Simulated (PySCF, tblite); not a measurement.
# C₃H₁₀OSi₂: geometry, infrared bands and NMR shifts

What infrared bands and NMR shifts should C₃H₁₀OSi₂ (`C=C[Si@@H](C)O[SiH3]`) show?

The runs use tblite 0.8.0 and PySCF 2.14.0, with density-fitted response routines of our own; the level of theory stands in each step. All values are computed, except where a source is named. Atoms count from 0, in the outputs and in this text.

## (1) The starting structure

16 atoms, charge 0, multiplicity 1; geometry from: force field or distance geometry start.

Bonds of the start (Å): C0–C1 1.33, C1–Si2 1.85, Si2–C3 1.85, Si2–O4 1.70, O4–Si5 1.71, C0–H6 1.10, C0–H7 1.11, C1–H8 1.12, Si2–H9 1.48, C3–H10 1.12, C3–H11 1.12, C3–H12 1.13, Si5–H13 1.48, Si5–H14 1.48, Si5–H15 1.48.

## (2) Geometry optimisation with GFN2-xTB

What the job is given:

```
{"job": {"kind": "relax", "xc": "GFN2-xTB", "basis": "xTB"}, "charge": 0, "multiplicity": 1}
C      2.519200     0.959900    -0.550400
C      1.986400    -0.047300     0.135800
Si     0.193500    -0.441700    -0.080300
C     -0.391200    -1.248200     1.482800
O     -0.610100     1.022800    -0.413300
Si    -2.245800     0.859700    -0.877800
H      3.579000     1.229400    -0.447500
H      1.882100     1.554200    -1.233800
H      2.604100    -0.655500     0.838600
H      0.095500    -1.400400    -1.199900
H     -0.204400    -0.615500     2.385800
H     -1.495400    -1.398600     1.415000
H      0.126800    -2.238300     1.633000
H     -2.534200    -0.569000    -1.115700
H     -2.426600     1.546400    -2.171800
H     -3.086400     1.451200     0.187900
```

Started as:

```
$ OMP_NUM_THREADS=1 python probes_run.py task.json out
```

The driver reads the jobs from task.json and runs them one after another.

**Question.** This job is followed by: GFN2-xTB harmonic vibrations, gas phase; GIAO PBE0/pcSseg-1 NMR shielding, non-relativistic, gas phase. Predict these results of the whole session: strongest single infrared mode (GFN2-xTB); zero-point energy (GFN2-xTB); 13C shifts against TMS (PBE0/pcSseg-1); 1H shifts against TMS (PBE0/pcSseg-1, means over atoms taken as alike); 29Si shifts against TMS (PBE0/pcSseg-1); 17O shifts against H2O (PBE0/pcSseg-1).

As calculated:

| quantity | value |
| --- | --- |
| strongest single infrared mode (GFN2-xTB) | 1098 cm⁻¹, 653 km/mol |
| zero-point energy (GFN2-xTB) | 72.0 kcal/mol |
| 13C shifts against TMS (PBE0/pcSseg-1) | 145.8, 139.8, 1.6 ppm |
| 1H shifts against TMS (PBE0/pcSseg-1, means over atoms taken as alike) | 6.48, 6.32, 6.20, 5.32, 5.26, 0.24 ppm |
| 29Si shifts against TMS (PBE0/pcSseg-1) | -16.6, -44.6 ppm |
| 17O shifts against H2O (PBE0/pcSseg-1) | 12.1 ppm |

In words: Relaxing lowered the energy by 0.692 eV in 155 steps; the close pair that moved most is O4–Si5, from 1.708 to 1.616 Å. No mode is imaginary among the 42: a minimum at this level. The strongest single mode, at 1098 cm⁻¹, moves mainly O4. GFN2-xTB is a fitted tight-binding method: band positions and strengths are rough. Its intensities can rank the bands wrongly. The most deshielded carbon is C1 (alkene CH), at 145.8 ppm: the olefinic region.
